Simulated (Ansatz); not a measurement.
# The cluster Al₄Sb₄: reading failed and doubtful runs

Aim: try 1 input for the cluster Al₄Sb₄ as typed, read how each ends, and find what has to change.

Computed with Ansatz 0.2.0, Gaussian basis. Level: the settings change from run to run.

12 further runs of the same task are left out: 9 that didn't finish, 3 set aside as unsound or not needed. Runs told in other sessions of the task aren't counted.

## (1) The geometry

The structure was relaxed beforehand with r2SCAN-D4/def2-SVP. Sb takes a core potential in def2 sets; no spin-orbit term is included.

8 atoms, charge 0, spin multiplicity 1.

Atoms are counted from 1 here; the program's logs count them from 0.

Bond lengths: Al1–Al3 2.590 Å, Al1–Sb5 2.748 Å, Al1–Sb6 2.942 Å, Al2–Sb5 2.781 Å, Al2–Sb8 2.667 Å, Al3–Sb6 2.677 Å, Al3–Sb7 2.940 Å, Al4–Sb5 2.843 Å, Al4–Sb6 2.567 Å, Al4–Sb8 2.645 Å, Sb5–Sb7 2.961 Å, Sb7–Sb8 2.930 Å. Angles: Al3–Al1–Sb5 112.8°, Al3–Al1–Sb6 57.5°, Sb5–Al1–Sb6 109.9°, Sb5–Al2–Sb8 104.9°, Al1–Al3–Sb6 67.9°, Al1–Al3–Sb7 73.8°, Sb6–Al3–Sb7 107.4°, Sb5–Al4–Sb6 118.8°, Sb5–Al4–Sb8 103.8°, Sb6–Al4–Sb8 129.1°, Al1–Sb5–Al2 125.3°, Al1–Sb5–Al4 63.2°, Al1–Sb5–Sb7 71.3°, Al2–Sb5–Al4 63.9°, Al2–Sb5–Sb7 71.3° and more.

## (2) Attempt 1

The input, in.yaml:

```yaml
crystal:
  periodic: [false, false, false]
  atoms:
    - {symbol: Al, position_ang: [-0.643246, -0.324221, 2.256852]}
    - {symbol: Al, position_ang: [1.575752, 2.171968, -1.343214]}
    - {symbol: Al, position_ang: [-0.768712, -2.382553, 0.689131]}
    - {symbol: Al, position_ang: [-0.776119, 0.537243, -0.539938]}
    - {symbol: Sb, position_ang: [1.069176, 1.616121, 1.334018]}
    - {symbol: Sb, position_ang: [-2.836355, -0.719426, 0.336243]}
    - {symbol: Sb, position_ang: [1.669702, -0.923463, -0.065905]}
    - {symbol: Sb, position_ang: [0.709780, 0.024332, -2.667178]}
basis:
  gaussian: {orbitals: def2-mTZVPP, fitting: {mean_field: def2-universal-jkfit}}
total_charge: 1
magnetization: {spin_polarized: true, initial_magnetization: 1}
hamiltonian: {xc: {name: HF}, dispersion: rvv10}
```

Started as:

```console
> ansatz run in.yaml --threads 4 --pin off --events-out ev --progress --plain --max-ram 4787MiB
```

Q: Predict the results of all the runs planned.

The runs gave:

| attempt | level | ended | cause | time |
| --- | --- | --- | --- | --- |
| 1 | HF/def2-mTZVPP | refused | the dispersion term doesn't go with the functional | 0.05 s |

**Reading.** 1 refused. A refusal costs next to no computing time.
